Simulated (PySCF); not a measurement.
**doublet BH2O2F−: levels of theory compared**

We compute a comparison of 6 runs (U-r2SCAN/def2-SVPD, U-wB97M-V/def2-SVPD, UB2PLYP/def2-SVPD, UBLYP/def2-SVPD, UM06-L/def2-SVPD, UPBE0/def2-SVPD) of doublet BH2O2F−. The job is set up through a Python script.

Program for the calculation: PySCF 2.14.0.

1 further run of the same task is left out (set aside as unsound or not needed).

### 1 The molecule

BH2O2F−: 6 atoms, total charge -1, spin state doublet. SMILES of the parent species: `OB(O)F`. Geometry: relaxed at PBE0-D4/def2-TZVP. This is one conformer, not always the lowest. That shape belongs to the parent species and isn't relaxed for this state.

Bond lengths: O1–B2 1.360 Å, B2–O3 1.352 Å, B2–F4 1.333 Å, O1–H5 0.960 Å, O3–H6 0.960 Å. Angles: O1–B2–O3 121.6°, O1–B2–F4 120.5°, O3–B2–F4 117.9°, B2–O1–H5 113.1°, B2–O3–H6 112.5°.

### 2 The energy at U-r2SCAN/def2-SVPD (run 1)

Contents of job.py:

```python
from pyscf import gto, dft

mol = gto.M(
    atom='''
O   -0.477500   0.971000  -0.208400
B   -0.023800  -0.307500  -0.106500
O    0.989400  -0.635200   0.726100
F   -0.573100  -1.280600  -0.833200
H   -1.198900   1.066100  -0.834300
H    1.326000   0.122200   1.210000
''',
    basis='def2-svpd',
    spin=1,
    verbose=3,
    charge=-1,
    max_memory=1860,
)

ks = dft.UKS(mol, xc='r2scan')
ks.grids.level = 5
ks.conv_tol = 1e-10
ks.kernel()
if not ks.converged:
    ks = ks.newton().run(ks.mo_coeff, ks.mo_occ)

etot = ks.e_tot
print('E = %.10f Eh' % etot)
```

Command:

```console
$ OMP_NUM_THREADS=1 python job.py
```

The log of the run:

```text
WARN: HOMO -0.0321940333998736 >= LUMO -0.0321940333998731

converged SCF energy = -276.163465696143  <S^2> = 0.75040437  2S+1 = 2.0004043
E = -276.1634656961 Eh
```

Wall time 98 s (1 thread of Arm Neoverse V1, shared host); peak memory 0.61 GiB.

### 3 The energy at U-wB97M-V/def2-SVPD (run 2)

Contents of input.py:

```python
from pyscf import gto, dft

mol = gto.M(
    atom=[
    ('O', (-0.477500, 0.971000, -0.208400)),
    ('B', (-0.023800, -0.307500, -0.106500)),
    ('O', (0.989400, -0.635200, 0.726100)),
    ('F', (-0.573100, -1.280600, -0.833200)),
    ('H', (-1.198900, 1.066100, -0.834300)),
    ('H', (1.326000, 0.122200, 1.210000)),
],
    max_memory=1860,
    charge=-1,
    verbose=3,
    spin=1,
    basis='def2-svpd',
)

mf = dft.UKS(mol, xc='wb97m-v')
mf.grids.level = 5
mf.conv_tol = 1e-10
mf.nlcgrids.level = 1
mf.kernel()
if not mf.converged:
    mf = mf.newton().run(mf.mo_coeff, mf.mo_occ)

etot = mf.e_tot
print('E = %.10f Eh' % etot)
```

Command:

```console
$ OMP_NUM_THREADS=1 python input.py
```

The log of the run:

```text
WARN: HOMO -0.0082496534265597 >= LUMO -0.00824965342656192

converged SCF energy = -276.213572901224  <S^2> = 0.75017178  2S+1 = 2.0001718
E = -276.2135729012 Eh
```

It took 2.9 min on 1 thread of Arm Neoverse V1, shared host; peak memory 0.61 GiB.

Runs 3 to 5 aren't shown in full; the table further down has their settings and results.

### 4 A single-point energy at UPBE0/def2-SVPD (run 6)

Contents of calc.py:

```python
from pyscf import gto, dft

mol = gto.M(
    atom='''
O       -0.477500       0.971000      -0.208400
B       -0.023800      -0.307500      -0.106500
O        0.989400      -0.635200       0.726100
F       -0.573100      -1.280600      -0.833200
H       -1.198900       1.066100      -0.834300
H        1.326000       0.122200       1.210000
''',
    charge=-1,
    verbose=3,
    max_memory=1860,
    basis='def2-svpd',
    spin=1,
)

calc0 = dft.UKS(mol, xc='pbe0')
calc0.conv_tol = 1e-10
calc0.grids.level = 5
calc0.kernel()
if not calc0.converged:
    calc0 = calc0.newton().run(calc0.mo_coeff, calc0.mo_occ)

e_final = calc0.e_tot
print('E = %.10f Eh' % e_final)
```

Command:

```console
$ OMP_NUM_THREADS=1 python calc.py
```

The log of the run:

```text
WARN: HOMO -0.0347721701110575 >= LUMO -0.0347721701110566

converged SCF energy = -276.01101438038  <S^2> = 0.75020739  2S+1 = 2.0002074
E = -276.0110143804 Eh
```

Wall time 39 s (1 thread of Arm Neoverse V1, shared host); peak memory 0.56 GiB.

### 5 All runs side by side

```tsv
run	level	nlc grid	frozen core orbitals	energy (Eh)	HOMO energy (eV)	LUMO energy (eV)	⟨S²⟩	wall time
1	U-r2SCAN/def2-SVPD	–	–	-276.163466	2.37	3.12	0.750	98 s
2	U-wB97M-V/def2-SVPD	1	–	-276.213573	1.33	4.89	0.750	2.9 min
3	UB2PLYP/def2-SVPD	–	4	-276.077711	1.89	4.08	0.750	41 s
4	UBLYP/def2-SVPD	–	–	-276.261234	2.53	2.93	0.750	37 s
5	UM06-L/def2-SVPD	–	–	-276.233499	2.69	3.89	0.752	2.2 min
6	UPBE0/def2-SVPD	–	–	-276.011014	2.05	3.39	0.750	39 s
```

### 6 Outcome

| quantity | value |
| --- | --- |
| run 6: total energy | -276.01101 Eh |
| run 6: HOMO energy (highest over α and β) | 2.05 eV |
| run 6: LUMO energy (lowest over α and β) | 3.39 eV |
| run 6: ⟨S²⟩ | 0.750 |

Totals of different functionals can't be ranked against each other. In runs 1, 2, 3, 4, 5, 6 the HOMO lies above zero, so the outermost electron may be held by the basis alone. All runs together took 8.7 min, the longest 2.9 min.
